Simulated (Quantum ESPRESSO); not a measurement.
Mo:

```
Mo
1.0
    -1.62000    1.62000    1.62000
     1.62000   -1.62000    1.62000
     1.62000    1.62000   -1.62000
Mo
1
Cartesian
  0.0000 0.0000 0.0000
```

The cell was built by a generator and needn't be a form met in nature.

Base run:

| Quantity | Value |
| --- | --- |
| Program | Quantum ESPRESSO 7.5 |
| Functional | PBEsol |
| Potentials or basis | GBRV 1.5 PBEsol |
| Cutoff | 612 eV |
| Density cutoff | 4898 eV |
| k mesh | 18 × 18 × 18 |
| Occupations | methfessel-paxton, width 0.1 eV |
| Spin | no spin polarisation |

Its results: band gap on the k mesh none (metal or under the smearing width); pressure -24.1 GPa.

Task: The run is repeated on the same cell with these changes: functional from PBEsol to LDA; potentials or basis from GBRV 1.5 PBEsol to GBRV 1.5 LDA. What comes out?

Result: Band gap on the k mesh none (metal or under the smearing width); pressure -28.0 GPa.

Caveats: so large a pressure means that the cell lies far from this level's equilibrium, or that cutoff or potentials fall short (some runs); a pressure of tens of GPa on the cell as given is suspect, and the run, the potentials or the cell itself is likely at fault (some runs).
